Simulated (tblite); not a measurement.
# Al24H16N24 ((4,4) AlN nanotube piece): the cost of one run

Computed with tblite 0.8.0 and PySCF 2.14.0 and routines of our own; the level stands in each step. Atoms count from 0.

## 1. The starting structure

64 atoms, charge 0, multiplicity 1; geometry from: force field, distance geometry or constructed start.

## 2. Optimising the geometry with GFN2-xTB

The job: settings as JSON, then the geometry in Å.

```
{"job": {"kind": "relax", "xc": "GFN2-xTB", "basis": "xTB"}, "charge": 0, "multiplicity": 1}
Al     2.440300     2.433600    -3.906100
N      0.888200     3.329500    -3.911400
N     -1.716900     2.980500    -2.341700
Al    -2.436100     2.439800    -3.910700
N     -3.327900     0.890200    -3.901100
N     -2.986100    -1.722600    -2.345300
Al    -2.435300    -2.433700    -3.907800
N     -0.888000    -3.324200    -3.903000
N      1.724800    -2.984900    -2.343100
Al     2.432600    -2.436200    -3.902900
N      3.324800    -0.892600    -3.906600
Al     3.441700    -0.002000    -2.342700
N      2.979400     1.722800    -2.337700
Al     2.437600     2.434800    -0.783600
N      0.889200     3.332000    -0.780700
Al    -0.001900     3.444800    -2.336400
N     -1.721700     2.984700     0.781800
Al    -2.436500     2.432000    -0.781900
N     -3.327500     0.893200    -0.778400
Al    -3.441400     0.000900    -2.340000
N     -2.985100    -1.718300     0.782400
Al    -2.436300    -2.433900    -0.781100
N     -0.888000    -3.322300    -0.774300
Al    -0.004200    -3.448500    -2.344200
N      1.722600    -2.980200     0.781800
Al     2.429300    -2.436300    -0.778400
N      3.327600    -0.889100    -0.781600
Al     3.443600     0.000600     0.782100
N      2.983400     1.722500     0.778900
Al     2.436500     2.435800     2.346100
N      0.895000     3.327500     2.341600
Al    -0.001900     3.445500     0.781100
N     -1.723100     2.982900     3.902600
Al    -2.433300     2.434100     2.346400
N     -3.325700     0.893200     2.339400
Al    -3.443700     0.002200     0.778000
N     -2.983600    -1.722000     3.900400
Al    -2.434500    -2.432900     2.340100
N     -0.890300    -3.330800     2.342600
Al    -0.004800    -3.440800     0.782100
N      1.722000    -2.985100     3.908300
Al     2.441300    -2.441000     2.346400
N      3.331800    -0.890400     2.339100
Al     3.446800    -0.000500     3.902700
N      2.979100     1.723800     3.906900
Al    -0.001900     3.445800     3.901100
Al    -3.441800     0.000100     3.903900
Al    -0.000300    -3.441600     3.906800
H      3.271000     2.281300    -5.189700
H      0.521400     3.763200    -4.770500
H     -2.281800     3.262100    -5.186800
H     -3.755900     0.520800    -4.772800
H     -3.269800    -2.281300    -5.189800
H     -0.522900    -3.764100    -4.775500
H      2.281600    -3.270300    -5.188400
H      3.762000    -0.516500    -4.771900
H     -2.286500     3.022100     4.770600
H     -3.025100    -2.285500     4.771800
H      2.293200    -3.028500     4.776500
H      3.923800    -0.697000     5.188900
H      3.024000     2.294000     4.774000
H      0.702900     3.924400     5.188000
H     -3.923000     0.699700     5.190700
H     -0.699200    -3.921200     5.191000
```

Started as:

```bash
OMP_NUM_THREADS=8 python large_run.py task.json out
```

One launch serves the whole session: the jobs run in the order shown.

Q: Estimate the wall time and peak memory of this first job on 8 threads of Arm Neoverse V1, shared host.

About 2.1 min, with a peak of 0.15 GiB.
